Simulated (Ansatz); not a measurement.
Task: a ladder of methods at one geometry of C3H5Br, SMILES BrC1CC1, with Ansatz's Python interface. Give the script and its output. Use (for the species named): Hartree-Fock, def2-SVP basis, multiplicity 1. The script varies functional: hf, hse06, b3lyp, pbe.

```xyz
9

Br    2.3044   -0.0512   -0.6947
C     0.7307   -0.0401    0.3838
C    -0.4966   -0.7294   -0.1449
C    -0.4454    0.7706   -0.0857
H     0.9110   -0.0883    1.4519
H    -1.1311   -1.2453    0.5665
H    -0.4568   -1.1996   -1.1208
H    -1.0452    1.2710    0.6657
H    -0.3711    1.3123   -1.0218
```

Script `methods.py`:
```python
"""One geometry of C3H5Br, method by method."""

from pathlib import Path

import ansatz as az
import numpy as np

geometry_ang = [
    ("Br", (2.3044, -0.0512, -0.6947)),
    ("C", (0.7307, -0.0401, 0.3838)),
    ("C", (-0.4966, -0.7294, -0.1449)),
    ("C", (-0.4454, 0.7706, -0.0857)),
    ("H", (0.911, -0.0883, 1.4519)),
    ("H", (-1.1311, -1.2453, 0.5665)),
    ("H", (-0.4568, -1.1996, -1.1208)),
    ("H", (-1.0452, 1.271, 0.6657)),
    ("H", (-0.3711, 1.3123, -1.0218)),
]
system = az.Crystal.molecule()
for symbol, xyz in geometry_ang:
    system = system.atom(symbol, xyz)

calc = system.calculation().basis(gaussian="def2-SVP")

print("functional    E (Ha)        dipole (D)   HOMO (eV)  LUMO (eV)")
for name in ["hf", "hse06", "b3lyp", "pbe"]:
    summary = calc.functional(name).forces().orbitals().run(runs_dir="runs").report
    lines = Path(summary["orbitals_path"]).read_text().splitlines()
    field_of = lambda key: [line.split("=")[1].strip() for line in lines if line.startswith(key)]
    orbitals = [(27.211386 * float(e), s, float(n)) for e, s, n in zip(field_of("Ene="), field_of("Spin="), field_of("Occup="))]
    homo = max(e for e, _, n in orbitals if n > 0.5)
    lumo = min(e for e, _, n in orbitals if n < 0.5)
    dipole = 4.803205 * np.linalg.norm(summary["charge_distribution"]["dipole_moment_e_ang"])
    print(f"{name:10s} {summary['free_energy_ev'] / 27.211386246:14.6f} {dipole:9.3f} {homo:11.3f} {lumo:10.3f}")
```

`python methods.py` gives:
```text
functional    E (Ha)        dipole (D)   HOMO (eV)  LUMO (eV)
hf           -2688.492049     2.018     -10.322      4.405
hse06        -2690.610414     1.800      -6.991      0.027
b3lyp        -2691.077162     1.714      -7.086      0.218
pbe          -2690.501837     1.683      -6.072     -0.617
```

What to keep in mind:
- Total energies depend on the basis set; only differences at equal settings carry meaning.
- The geometry is a force-field or estimated start, not a minimum of this method, and the basis set is short of its limit. A lower total doesn't mark the better method: functionals have no common bound, and MP2 and coupled cluster aren't variational.
- b3lyp holds the VWN-RPA fit, as in Gaussian; the form of ORCA and Turbomole is b3lyp5.
- Levels such as HOMO and LUMO are orbital energies: with these approximate functionals they aren't the ionisation energy and electron affinity, and their gap isn't the fundamental gap.
- hse06 follows the composition of plane-wave codes, whose totals differ by tens of mHa, up to about 0.1 Ha, from the form usual in Gaussian-basis programs (wpbeh).
- Run time: 19 s on 1 thread of Arm Neoverse V1 (shared host), peak memory 0.28 GiB.
